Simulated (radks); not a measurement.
# F⁻ held by a Watson sphere

An exercise on one series of results from a longer session: the logs are not shown, and one member is left open.

Method: scalar-relativistic Kohn-Sham, LDA (Slater exchange, Perdew-Wang correlation), spin-polarised, spherical densities, finite nucleus. Code: radks (a radial shooting solver on a logarithmic mesh, Libxc functionals) version 1.

## Starting point

* element: fluorine (Z = 9)
* charge: -1
* electrons: 10
* configuration: [Ne]
* nuclear rms radius: 2.8976 fm

Outer shells as boxes (Hund's rule):

F⁻
```
[He] core
2s [↑↓]
2p [↑↓][↑↓][↑↓]
```

The first run:

Input:

```text
Z 9
configuration [Ne]
relativity scalar-relativistic
functional lda,pw
spin polarised
nucleus finite rms 2.8976 fm
c 137.035999084
watson charge 1 radius 2.16 bohr
response adiabatic LDA kernel
```

Among the steps run: R = 2.16 bohr; R = 2.52 bohr; R = 2.62 bohr; R = 2.86 bohr; R = 2.93 bohr; R = 3.26 bohr; R = 3.47 bohr; R = 3.77 bohr.

One table of the session follows, with a row left open; its other results are not shown here.

```
R (bohr)  highest level (eV)  its <r> (bohr)  sum of <r²> (bohr²)  α (bohr³)
    2.16              -8.811           1.232                15.32      8.491
    2.52              -7.874           1.254                15.96      10.12
    2.62              -7.637           1.260                16.12      10.58
    2.86                   ?               ?                    ?          ?
    2.93              -6.960           1.273                16.56      12.03
    3.26              -6.328           1.285                16.95      13.58
    3.47              -5.968           1.291                17.17      14.55
    3.77              -5.503           1.298                17.44      15.92
```

Estimate the missing values for R (bohr) = 2.86.

Worked estimate for «highest level (eV)». A straight line through the neighbours (2.62, -7.637) and (2.93, -6.960) gives -7.637 + (-6.960 + 7.637) × (2.86 − 2.62) / (2.93 − 2.62) = -7.113; a parabola fitted to 4 rows on both sides gives -7.106.

**Answer.** highest level (eV): -7.106; its <r> (bohr): 1.270; sum of <r²> (bohr²): 16.46; α (bohr³): 11.70. In «highest level (eV)» the line misses by -0.007 and the parabola by 0.000.

In words: From R = 2.16 to 3.77 bohr the top level moves from -8.811 to -5.503 eV and its mean radius from 1.23 to 1.30 bohr. A wider sphere makes a shallower well, so the ion swells.
